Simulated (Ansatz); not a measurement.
# BClO (boron chloride oxide): r2SCAN0/STO-3G

What is the electronic atomisation energy of BClO (boron chloride oxide) at r2SCAN0/STO-3G? 

The calculation is run with Ansatz 0.2.0.

61 further runs of the same task are left out: 15 that didn't finish, 46 set aside as unsound or not needed.

### 1 Starting point

BClO has 3 atoms, charge 0, and is taken as a singlet. As SMILES, `O=BCl`. Geometry: relaxed at GFN2-xTB.

Bond lengths: O1–B2 1.193 Å, B2–Cl3 1.639 Å. Angles: O1–B2–Cl3 179.9°.

### 2 The energy at r2SCAN0/STO-3G

Contents of run.yaml:

```yaml
crystal:
  periodic: [false, false, false]
  atoms:
    - {symbol: O, position_ang: [1.019560, 0.606200, 0.626990]}
    - {symbol: B, position_ang: [0.113080, 0.066620, 0.069470]}
    - {symbol: Cl, position_ang: [-1.132640, -0.672810, -0.696460]}
basis:
  gaussian:
    orbitals: STO-3G
hamiltonian:
  xc: {name: r2SCAN0}
accuracy: high
```

Started as:

```
ansatz run run.yaml --threads 1 --pin off --max-ram 2610MiB --events-out events.jsonl --progress --plain --runs-dir runs
```

What it wrote:

```text
Warning: RAYON_NUM_THREADS=1 ignored (pool sized by the plan → 1); use --threads N
Functional definition: r2SCAN0
  name "r2SCAN0"
  parameter a = 0.25
  parameter k0 = 0.174
  parameter k1 = 0.065
  parameter a1 = 4.9479
  exchange = (1 - a)*r2scan_x(k0 = k0, k1 = k1, a1 = a1) + a*exact_x
  correlation = r2scan_c
323 factors; integrals over basis functions are off by at most 2.9e-8 eV
mean field evaluation 1: about -15070.8565 eV, gradient 2.9e1 eV
mean field evaluation 2: about -15060.6551 eV, gradient 7.4e1 eV
mean field evaluation 4: about -15073.4230 eV, gradient 1.3e0 eV
mean field evaluation 8: about -15073.4070 eV, gradient 4.9e-4 eV
mean field evaluation 16: about -15073.4070 eV, gradient 7.2e-8 eV
mean field -15073.40703823 eV, -553.9374915326 hartree, gradient 7.2e-8 eV, S^2 0.000000; 0 other end points of the search recorded, 0 dependent functions left out
reference -15073.40703842 eV, -553.9374915395 hartree; 15, 15 occupied and 4, 4 virtual orbitals, 323 factors
Total energy: -15073.40703842 eV, -553.9374915395 hartree
```

It took 2 s on 1 thread of Arm Neoverse V1, shared host; peak memory 0.12 GiB.

### 3 The B atom

Contents of run.yaml:

```yaml
crystal:
  periodic: [false, false, false]
  atoms:
    - {symbol: B, position_ang: [0.000000, 0.000000, 0.000000]}
basis:
  gaussian: {orbitals: STO-3G}
magnetization: {spin_polarized: true, initial_magnetization: 1}
hamiltonian: {xc: {name: r2SCAN0}}
accuracy: high
```

Run the same way, it converges to -24.25616 Eh (log not shown).

### 4 The Cl atom at the same level

Contents of in.yaml:

```yaml
crystal:
  periodic: [false, false, false]
  atoms:
    - {symbol: Cl, position_ang: [0.000000, 0.000000, 0.000000]}
basis:
  gaussian:
    orbitals: STO-3G
magnetization:
  spin_polarized: true
  initial_magnetization: 1
hamiltonian:
  xc: {name: r2SCAN0}
accuracy: high
```

Started as:

```
ansatz run in.yaml --threads 1 --pin off --max-ram 2610MiB --events-out events.jsonl --progress --plain --runs-dir runs
```

What it wrote (excerpt; [...] marks lines left out):

```text
Warning: RAYON_NUM_THREADS=1 ignored (pool sized by the plan → 1); use --threads N
[... 8 set-up lines as earlier in the session ...]
42 factors; integrals over basis functions are off by at most 4.6e-9 eV
mean field evaluation 1: about -12384.7332 eV, gradient 1.4e-1 eV
mean field evaluation 2: about -12384.7332 eV, gradient 2.8e-3 eV
mean field evaluation 4: about -12384.7393 eV, gradient 4.3e-8 eV
mean field -12384.73932189 eV, -455.1307754018 hartree, gradient 2.1e-8 eV, S^2 0.750000; 0 other end points of the search recorded, 0 dependent functions left out
reference -12384.73932209 eV, -455.1307754089 hartree; 9, 8 occupied and 0, 1 virtual orbitals, 42 factors
Total energy: -12384.73932209 eV, -455.1307754089 hartree
```

It took 1 s on 1 thread of Arm Neoverse V1, shared host; peak memory 0.12 GiB.

### 5 The O atom

Contents of input.yaml:

```yaml
crystal:
  periodic: [false, false, false]
  atoms:
    - symbol: O
      position_ang: [0.000000, 0.000000, 0.000000]
basis:
  gaussian: {orbitals: STO-3G}
magnetization: {spin_polarized: true, initial_magnetization: 2}
hamiltonian: {xc: {name: r2SCAN0}}
accuracy: high
```

Run the same way, it converges to -74.02298 Eh (log not shown).

### 6 Outcome

Level: r2SCAN0/STO-3G.

| quantity | value |
| --- | --- |
| molecule: total energy | -553.93749 Eh |
| B atom: total energy | -24.25616 Eh |
| B atom: ⟨S²⟩ | 0.750 |
| Cl atom: total energy | -455.13078 Eh |
| Cl atom: ⟨S²⟩ | 0.750 |
| O atom: total energy | -74.02298 Eh |
| O atom: ⟨S²⟩ | 2.000 |
| electronic atomisation energy | 14.356 eV |

In words: Taking the molecule apart into free atoms costs 14.36 eV (1385 kJ/mol), before zero-point energy and without spin-orbit coupling. In a minimal basis such a difference can be off by several eV, whatever the method.
